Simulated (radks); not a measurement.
# Yb²⁺ in [Xe] 4f14: an all-electron calculation

The task here is to estimate one member of a computed series from the others.

Program: radks (a radial shooting solver on a logarithmic mesh, Libxc functionals) version 1. Level of theory: scalar-relativistic Kohn-Sham, SOGGA, spin-polarised, spherical densities, point nucleus. These are calculated values, not measurements, unless marked.

## Starting point

```
element       : ytterbium (Z = 70)
charge        : +2
electrons     : 68
configuration : [Xe] 4f14
```

The outer shells:

Yb²⁺
```
[Xe] core
4f [↑↓][↑↓][↑↓][↑↓][↑↓][↑↓][↑↓]
```

The first run:

The run's settings:

```text
Z 70
configuration [Xe] 4f14 6s0 5d0 6p0 5f0
relativity scalar-relativistic
functional sogga,pbe
spin polarised
nucleus point
c 137.035999084
```

Run with:

```
> python run_ks.py task.json out
```

This one command runs every case of the session in turn.

Steps of the session up to this table: Self-consistent calculation.

One of the session's tables, all rows but one given; the rest of the session is left out.

It belongs to the step «Shells». From the orbitals of this run (lengths in bohr):

| level | <r> | outermost maximum (interpolated) | 90 % within | nodes |
| --- | --- | --- | --- | --- |
| 1s | 0.01966 | 0.0124 | 0.0357 | 0 |
| 2s | 0.08335 | 0.0706 | 0.129 | 1 |
| 2p | 0.07416 | 0.0576 | 0.121 | 0 |
| 3s | 0.2168 | 0.199 | 0.318 | 2 |
| 3p | 0.2163 | 0.197 | 0.323 | 1 |
| 3d | 0.1961 | 0.160 | 0.305 | 0 |
| 4s | 0.4880 | 0.455 | 0.701 | 3 |
| 4p | 0.5184 | 0.476 | 0.755 | 2 |
| 4d | 0.5603 | 0.491 | 0.843 | 1 |
| 5s | ? | ? | ? | ? |
| 5p | 1.439 | 1.23 | 2.12 | 3 |
| 4f | 0.7799 | 0.483 | 1.37 | 0 |
| 6s | 3.233 | 2.89 | 4.65 | 5 |
| 5d | 2.413 | 1.85 | 3.79 | 2 |
| 6p | 4.056 | 3.61 | 5.86 | 4 |

Q: Estimate the row for 5s from the others.

As computed: <r>: 1.207; outermost maximum (interpolated): 1.07; 90 % within: 1.75; nodes: 4. In the column «<r>» it lies between 4f (0.7799) and 5p (1.439).
